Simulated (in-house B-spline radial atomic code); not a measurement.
**As²¹⁺: RPA and G0W0 on different mean-field starts**

Question: which mean-field start gives which removal energy for As²¹⁺, before and after G0W0?

Method: RPA, second order, AC-SOSEX and G0W0 (contour deformation) on a scalar-relativistic mean field, all electrons; no spin-orbit coupling, Breit or QED terms, no two-electron picture change. Code: an in-house B-spline radial atomic code, version 1.

## Step 1: What is computed

* element: arsenic (Z = 33)
* charge: +21
* electrons: 12
* configuration: [Ne] 3s2
* next ion, run as well: [Ne] 3s1
* Hamiltonian: scalar-relativistic (spin-free one-electron X2C), finite nucleus
* starts: Hartree-Fock, PBE, LC-ωPBE, SCAN

Outer shells as boxes (Hund's rule):

As21+
```
[Ne] core
3s [↑↓]
```

## Step 2: The run with the Hartree-Fock start

The run's settings:

```ini
Z = 33
electrons = 12.0
configuration = [Ne] 3s2
hamiltonian = x2c
method = hf
lmax = 9
rms_radius = 4.0968
spin_polarised = False
box_radius = 3.94
intervals = 64
```

Run with:

```console
> python run_gw.py task.json out
```

The settings of every run stand in task.json; they run in order.

Results of the run (chosen fields of its result record, rounded):

```text
status: converged
energies [hartree]:
  mean_field: -1996.292077
  exx_total: -1996.292077
  exchange: -56.43912729
  rpa: -0.8272823
  rpa_summed: -0.82329533
  direct_second_order: -0.88268316
  second_order_exchange: 0.32481537
  sosex: 0.30541436
rpa_by_multipole [hartree]: [-0.163971, -0.417249, -0.131625, -0.0653043, -0.0234864, -0.0105631, -0.00544595, -0.00308466, -0.00187074, -0.000606001, -8.90424e-05]
polarisability [bohr^3: independent particles, RPA]: [0.0976335, 0.0672902]
gap [hartree]: 3.47625
levels [hartree]:
  - {"name": "3s", "occ": 1, "e": -33.35611, "sx": -2.344842, "vxc": -2.344842, "sc": -0.1427942, "z": 0.9856945, "qp": -33.49923, "tail": -0.0003345926}
  - {"name": "2p", "occ": 1, "e": -82.54268, "sx": -7.656863, "vxc": -7.656863, "sc": 0.1189292, "z": 0.9931172, "qp": -82.42461, "tail": -0.0008568809}
  - {"name": "2s", "occ": 1, "e": -89.66328, "sx": -8.149415, "vxc": -8.149415, "sc": -0.01448878, "z": 0.9210612, "qp": -89.67851, "tail": -0.0007368702}
  - {"name": "1s", "occ": 1, "e": -472.436, "sx": -22.97428, "vxc": -22.97428, "sc": 0.7778202, "z": 0.9643115, "qp": -471.6584, "tail": -0.0003037564}
  - {"name": "3p", "occ": 0, "e": -29.87985, "sx": -0.8763966, "vxc": -0.8763966, "sc": -0.09012995, "z": 0.9848607, "qp": -29.97038, "tail": -0.0003981742}
ion_energies [hartree]:
  mean_field: -1962.942984
  exx_total: -1962.942984
  exchange: -55.06497101
  rpa: -0.69998045
  rpa_summed: -0.69627421
  direct_second_order: -0.72742325
  second_order_exchange: 0.27881243
  sosex: 0.26931718
```

Wall time 3.9 s (1 thread of Arm Neoverse N1, shared host); peak memory 0.12 GiB.

In the record, exx_total is the Hartree-Fock functional on the start's orbitals, rpa_summed the RPA energy up to lmax and rpa the same with the tail beyond it, gap the smallest same-spin excitation energy of the start. For a level, e is the start's value, sx and sc the exchange and correlation self-energies, vxc the start's own term, z the quasi-particle weight, and qp = e + sx − vxc + sc + tail. Deeper levels of weight under 0.85 meet poles of the self-energy and are not shown.

The 3s level moves from -907.67 to -911.56 eV (weight 0.99).

The largest part of the RPA energy comes from multipole 1 (51 % of the sum).

## Step 3: The run with the PBE start

Changes to the settings of step 2:

```diff
@@ -4,3 +4,3 @@
 hamiltonian = x2c
-method = hf
+method = pbe,pbe
 lmax = 9
```

Results of the run:

```text
status: converged
energies [hartree]:
  mean_field: -1996.556193
  exx_total: -1996.28444
  exchange: -56.41011924
  rpa: -0.91630149
  rpa_summed: -0.91229783
  direct_second_order: -1.0169754
  second_order_exchange: 0.38599297
  sosex: 0.34582913
rpa_by_multipole [hartree]: [-0.171818, -0.48635, -0.141079, -0.0672708, -0.0239129, -0.0106915, -0.00549307, -0.00310451, -0.00187999, -0.000608975, -8.92192e-05]
polarisability [bohr^3: independent particles, RPA]: [0.162615, 0.0918162]
gap [hartree]: 2.015004
levels [hartree]:
  - {"name": "3s", "occ": 1, "e": -32.75191, "sx": -2.375122, "vxc": -1.769509, "sc": -0.1739949, "z": 0.975194, "qp": -33.53185, "tail": -0.0003358976}
  - {"name": "2p", "occ": 1, "e": -80.11288, "sx": -7.65341, "vxc": -5.221092, "sc": 0.1549473, "z": 0.9884803, "qp": -82.39111, "tail": -0.0008561597}
  - {"name": "2s", "occ": 1, "e": -86.52493, "sx": -8.109748, "vxc": -4.97687, "sc": 0.14858, "z": 0.9754781, "qp": -89.51001, "tail": -0.0007819958}
  - {"name": "1s", "occ": 1, "e": -463.6856, "sx": -22.96502, "vxc": -14.21208, "sc": 1.064358, "z": 0.9678838, "qp": -471.3745, "tail": -0.0002978275}
  - {"name": "3p", "occ": 0, "e": -30.73691, "sx": -0.9062926, "vxc": -1.773793, "sc": -0.1169775, "z": 0.9700936, "qp": -29.98678, "tail": -0.0004019402}
ion_energies [hartree]:
  mean_field: -1963.063242
  exx_total: -1962.935999
  exchange: -55.03310368
  rpa: -0.74442711
  rpa_summed: -0.74070797
  direct_second_order: -0.78179742
  second_order_exchange: 0.31457091
  sosex: 0.29778226
```

Run time: 4 s. Hardware: 1 thread of Arm Neoverse N1, shared host; peak memory 0.14 GiB.

G0W0 moves 3s down by 21.2 eV, to -912.45 eV.

## Step 4: The run with the LC-ωPBE start

Changes to the settings of step 3:

```diff
@@ -4,3 +4,3 @@
 hamiltonian = x2c
-method = pbe,pbe
+method = lc_wpbe
 lmax = 9
```

Results of the run:

```text
status: converged
energies [hartree]:
  mean_field: -1996.610339
  exx_total: -1996.283917
  exchange: -56.40818693
  rpa: -0.88940753
  rpa_summed: -0.88540562
  direct_second_order: -0.97056009
  second_order_exchange: 0.36337516
  sosex: 0.33248952
rpa_by_multipole [hartree]: [-0.171192, -0.462565, -0.138898, -0.0670386, -0.0238669, -0.010678, -0.00548814, -0.00310242, -0.001879, -0.000608646, -8.91829e-05]
polarisability [bohr^3: independent particles, RPA]: [0.134365, 0.08213]
gap [hartree]: 2.450804
levels [hartree]:
  - {"name": "3s", "occ": 1, "e": -32.98023, "sx": -2.376833, "vxc": -1.999382, "sc": -0.164638, "z": 0.9789925, "qp": -33.52266, "tail": -0.0003385678}
  - {"name": "2p", "occ": 1, "e": -80.32574, "sx": -7.651798, "vxc": -5.431349, "sc": 0.1494405, "z": 0.9895849, "qp": -82.39761, "tail": -0.000855391}
  - {"name": "2s", "occ": 1, "e": -86.75058, "sx": -8.109502, "vxc": -5.201179, "sc": 0.1299011, "z": 0.9727256, "qp": -89.52978, "tail": -0.000778457}
  - {"name": "1s", "occ": 1, "e": -463.9195, "sx": -22.96646, "vxc": -14.44328, "sc": 1.044991, "z": 0.9699203, "qp": -471.398, "tail": -0.0002948701}
  - {"name": "3p", "occ": 0, "e": -30.52943, "sx": -0.9068891, "vxc": -1.567078, "sc": -0.1098997, "z": 0.9756771, "qp": -29.97954, "tail": -0.0004049112}
ion_energies [hartree]:
  mean_field: -1963.112062
  exx_total: -1962.935707
  exchange: -55.03128957
  rpa: -0.73427689
  rpa_summed: -0.73055911
  direct_second_order: -0.76798819
  second_order_exchange: 0.30246793
  sosex: 0.28885419
```

It took 4.2 s on 1 thread of Arm Neoverse N1, shared host; peak memory 0.16 GiB.

G0W0 moves 3s down by 14.8 eV, to -912.20 eV.

## Step 5: The run with the SCAN start

Changes to the settings of step 4:

```diff
@@ -4,3 +4,3 @@
 hamiltonian = x2c
-method = lc_wpbe
+method = scan,scan
 lmax = 9
```

Results of the run:

```text
status: converged
energies [hartree]:
  mean_field: -1996.951094
  exx_total: -1996.287194
  exchange: -56.42844503
  rpa: -0.90473626
  rpa_summed: -0.90076745
  direct_second_order: -0.99993632
  second_order_exchange: 0.37857425
  sosex: 0.34087686
rpa_by_multipole [hartree]: [-0.170215, -0.47908, -0.139344, -0.0667334, -0.0237148, -0.0106011, -0.00544597, -0.0030776, -0.00186354, -0.000603227, -8.85355e-05]
polarisability [bohr^3: independent particles, RPA]: [0.156561, 0.0899902]
gap [hartree]: 2.105002
levels [hartree]:
  - {"name": "3s", "occ": 1, "e": -32.77403, "sx": -2.36307, "vxc": -1.78017, "sc": -0.17105, "z": 0.9763197, "qp": -33.52831, "tail": -0.0003300471}
  - {"name": "2p", "occ": 1, "e": -80.42101, "sx": -7.658307, "vxc": -5.536313, "sc": 0.1473551, "z": 0.989635, "qp": -82.3965, "tail": -0.000850079}
  - {"name": "2s", "occ": 1, "e": -86.97498, "sx": -8.12442, "vxc": -5.440593, "sc": 0.1333017, "z": 0.9745277, "qp": -89.52629, "tail": -0.0007746652}
  - {"name": "1s", "occ": 1, "e": -464.8624, "sx": -22.96603, "vxc": -15.40294, "sc": 0.9961048, "z": 0.9697161, "qp": -471.4297, "tail": -0.0002965158}
  - {"name": "3p", "occ": 0, "e": -30.66902, "sx": -0.8993061, "vxc": -1.694632, "sc": -0.1114993, "z": 0.972377, "qp": -29.98559, "tail": -0.0003955409}
ion_energies [hartree]:
  mean_field: -1963.567564
  exx_total: -1962.938568
  exchange: -55.05509474
  rpa: -0.7372677
  rpa_summed: -0.73357942
  direct_second_order: -0.77324444
  second_order_exchange: 0.3097481
  sosex: 0.29390752
```

Run time: 3.4 s. Hardware: 1 thread of Arm Neoverse N1, shared host; peak memory 0.16 GiB.

The 3s level moves from -891.83 to -912.35 eV (weight 0.98).

## Step 6: All runs in one table

```csv
start,level,mean field (eV),G0W0 (eV),weight,RPA (hartree),RPA+SOSEX (hartree),"α, direct RPA (bohr³)",time,miss (eV)
Hartree-Fock,3s,-907.67,-911.56,0.986,-0.82728,-0.52187,0.06729,3.9 s,-0.139
PBE,3s,-891.22,-912.45,0.975,-0.91630,-0.57047,0.09182,4 s,+0.748
LC-ωPBE,3s,-897.44,-912.20,0.979,-0.88941,-0.55692,0.08213,4.2 s,+0.498
SCAN,3s,-891.83,-912.35,0.976,-0.90474,-0.56386,0.08999,3.4 s,+0.652
```

The miss is the G0W0 removal energy (the level with its sign changed) less the semi-empirical ionisation energy, 911.70 ± 1 eV. Times are single runs on a shared host.

Removal energy from total energies of the two species (eV):

```csv
start,mean field,HF functional,RPA,RPA+SOSEX,second order
Hartree-Fock,907.5,907.5,910.9,910.0,910.4
PBE,911.4,907.5,912.1,910.8,911.9
LC-ωPBE,911.5,907.5,911.7,910.5,911.3
SCAN,908.4,907.5,912.0,910.7,911.8
```

## Step 7: Summary of results

| quantity | value |
| --- | --- |
| highest level, mean field (range over the runs) | -907.67 to -891.22 eV |
| highest level, G0W0 (range over the runs) | -912.45 to -911.56 eV |
| RPA correlation energy | -0.9163 to -0.8273 hartree |
| RPA+SOSEX | -0.5705 to -0.5219 hartree |
| semi-empirical ionisation energy (3s shell) | 911.70 ± 1 eV (NIST Atomic Spectra Database, ionization energies) |
| G0W0 removal energy less that value | -0.139 to +0.748 eV |

What this shows: Across the starts the mean-field level varies by 16.4 eV and the G0W0 level by 0.89 eV (5.4 % as much). Starts without exact exchange bind the level too weakly, through self-interaction, and G0W0 pulls it down by 21 eV. The RPA energy is largest in size on PBE and smallest on Hartree-Fock, 9.7 % apart; over the runs it loosely follows the gap of the start, as smaller excitation energies give more correlation. All G0W0 removal energies agree with the semi-empirical ionisation energy, 911.70 ± 1 eV, within its uncertainty. Read as a removal energy, the bare PBE level is off by -20.5 eV (-2.2 %) and the nearest bare level, Hartree-Fock's, by -4.03 eV. As differences of total energies the mean miss over the starts is 2.0 eV for mean field, 0.39 eV for RPA, 1.2 eV for RPA+SOSEX.
